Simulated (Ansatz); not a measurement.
# GaF (singlet): the correlation ladder, cc-pVTZ

Aim: climb from Hartree-Fock through coupled cluster for GaF (singlet) at one geometry and basis, and see what each rung misses.

Method: cc-pVTZ, core rule «outside noble gas», up to 15 orbitals frozen; program: Ansatz 0.2.0, Gaussian basis.

Plan: UHF; CCSD(T) on RHF; BCCD(T) on RHF; CISD; CCSDT(Q) on RHF.

26 further runs of the same task are left out: 11 for a known fault of the program, 6 that didn't finish, 9 set aside as unsound or not needed. Runs told in other sessions of the task aren't counted.

### 1 What is computed

The geometry is a PBE0/def2-TZVP stationary point (not a proven minimum) of the parent state, kept for this charge and spin. No spin-orbit coupling is included. The filled d shell of Ga may be among the frozen orbitals whatever the setting's name suggests.

2 atoms, charge 0, spin multiplicity 1.

Atoms are counted from 1 here; the program's logs count them from 0.

Bond lengths: F1–Ga2 1.764 Å.

### 2 UHF

in.yaml reads:

```yaml
crystal:
  periodic: [false, false, false]
  atoms:
    - {symbol: F, position_ang: [0.000000, 0.000000, 0.000000]}
    - {symbol: Ga, position_ang: [0.000000, 0.000000, 1.763700]}
basis:
  gaussian: {orbitals: cc-pVTZ}
magnetization: {spin_polarized: true, initial_magnetization: 0}
hamiltonian: {xc: hf}
output: {orbitals: {seedname: orbitals}}
```

Run with:

```
> ansatz run in.yaml --threads 1 --pin off --events-out ev --progress --plain --max-ram 2393MiB
```

The runs that follow: CCSD(T) on RHF; BCCD(T) on RHF; CISD; CCSDT(Q) on RHF.

**Question.** What will the summary of the whole plan be? Wanted: RCCSDT(Q) from the RHF energy; RMP2 from RCCSDT(Q); RCCSD from RCCSDT(Q); RCCSD(T) from RCCSDT(Q); T1 diagnostic.

**Answer**, as computed:

```
                         quantity                      value
    RCCSDT(Q) from the RHF energy                 -8.9074 eV
              RMP2 from RCCSDT(Q)            +10.27 kcal/mol
             RCCSD from RCCSDT(Q)             +6.41 kcal/mol
          RCCSD(T) from RCCSDT(Q)             +0.36 kcal/mol
levels within 1 kcal/mol (43 meV)  RCCSD(T), BCCD(T), RCCSDT
                    T1 diagnostic                      0.017
```

**Reading.** RCCSD(T) misses by +0.36 kcal/mol, 0.2 % of the correlation energy. These misses are within one basis, not against nature.
